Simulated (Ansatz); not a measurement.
# FH₆NSSi₂: up Jacob's ladder to CCSD(T)

One table from this session's results is given with a row withheld; the runs are named, their logs left out.

Program: Ansatz 0.2.0, Gaussian basis. Level of theory: functionals in def2-TZVPP, the program's frozen cores in correlated methods. These are calculated values, not measurements.

Plan: PBE-D4, r2SCAN-D4, PBE0-D4, B3LYP-D4, ωB97X-V, ωB97M-V, B2PLYP; CCSD(T)/def2-TZVPP; MP2/def2-QZVPP; extrapolation to the limit.

## Structure used throughout

All runs share one geometry, relaxed beforehand with PBE0-D4 in a triple-zeta def2 set.

SMILES `N[Si](F)([SiH3])S`, 11 atoms, charge 0, spin multiplicity 1.

Atoms are counted from 1 here; the program's logs count them from 0.

Bond lengths: N1–Si2 1.696 Å, N1–H6 1.007 Å, N1–H7 1.008 Å, Si2–F3 1.606 Å, Si2–Si4 2.337 Å, Si2–S5 2.133 Å, Si4–H8 1.485 Å, Si4–H9 1.487 Å, Si4–H10 1.490 Å, S5–H11 1.344 Å. Angles: Si2–N1–H6 121.7°, Si2–N1–H7 121.5°, H6–N1–H7 112.4°, N1–Si2–F3 114.5°, N1–Si2–Si4 109.2°, N1–Si2–S5 108.7°, F3–Si2–Si4 108.0°, F3–Si2–S5 102.0°, Si4–Si2–S5 114.4°, Si2–Si4–H8 110.3°, Si2–Si4–H9 109.0°, Si2–Si4–H10 110.8°, H8–Si4–H9 109.2°, H8–Si4–H10 109.0°, H9–Si4–H10 108.4°, Si2–S5–H11 92.9°.

Set-up of the first run:

File in.yaml:

```yaml
crystal:
  periodic: [false, false, false]
  atoms:
    - {symbol: N, position_ang: [-0.096434, 1.248878, 1.209657]}
    - {symbol: Si, position_ang: [0.002251, 0.643804, -0.371994]}
    - {symbol: F, position_ang: [0.961455, 1.483925, -1.348378]}
    - {symbol: Si, position_ang: [0.786861, -1.556981, -0.305117]}
    - {symbol: S, position_ang: [-1.898887, 0.872750, -1.312296]}
    - {symbol: H, position_ang: [0.602965, 1.035744, 1.902263]}
    - {symbol: H, position_ang: [-0.598754, 2.097093, 1.418956]}
    - {symbol: H, position_ang: [1.147144, -2.016909, -1.670807]}
    - {symbol: H, position_ang: [-0.280981, -2.435891, 0.242125]}
    - {symbol: H, position_ang: [1.983458, -1.665839, 0.576107]}
    - {symbol: H, position_ang: [-2.543779, 0.236425, -0.319915]}
basis:
  gaussian: {orbitals: def2-TZVPP}
hamiltonian: {xc: pbe, dispersion: d4}
output: {forces: true, orbitals: {seedname: orbitals}}
```

Command:

```
ansatz run in.yaml --threads 4 --pin off --events-out ev --progress --plain --max-ram 10444MiB
```

Among the steps run: PBE-D4 (GGA); r2SCAN-D4 (meta-GGA); PBE0-D4 (hybrid); B3LYP-D4 (hybrid); ωB97X-V (range-separated); ωB97M-V (range-separated); B2PLYP (double hybrid); CCSD(T) in def2-TZVPP; MP2 in def2-QZVPP.

One table of the session follows, with a row left open; its other results are not shown here.

| method | atomisation energy (kJ/mol) |
| --- | --- |
| PBE-D4 | 3687.6 |
| r2SCAN-D4 | 3663.9 |
| PBE0-D4 | 3633.7 |
| B3LYP-D4 | 3660.4 |
| ωB97X-V | ? |
| ωB97M-V | 3682.8 |
| B2PLYP | 3609.9 |
| HF/def2-TZVPP | 2636.0 |
| MP2/def2-TZVPP | 3592.5 |
| CCSD/def2-TZVPP | 3503.9 |
| CCSD(T)/def2-TZVPP | 3555.2 |
| MP2/CBS | 3715.4 |
| CCSD(T)/CBS | 3678.1 |

Q: Estimate the row for ωB97X-V from the others.

**Answer.** atomisation energy (kJ/mol): 3700.1. In the column «atomisation energy (kJ/mol)» it lies between PBE-D4 (3687.6) and MP2/CBS (3715.4).

To keep in mind: Free atoms (1 N, 2 Si, 1 F, 1 S, 6 H) were run apart at each level; the atomisation energy is their sum less the molecule, without zero-point or spin-orbit terms.
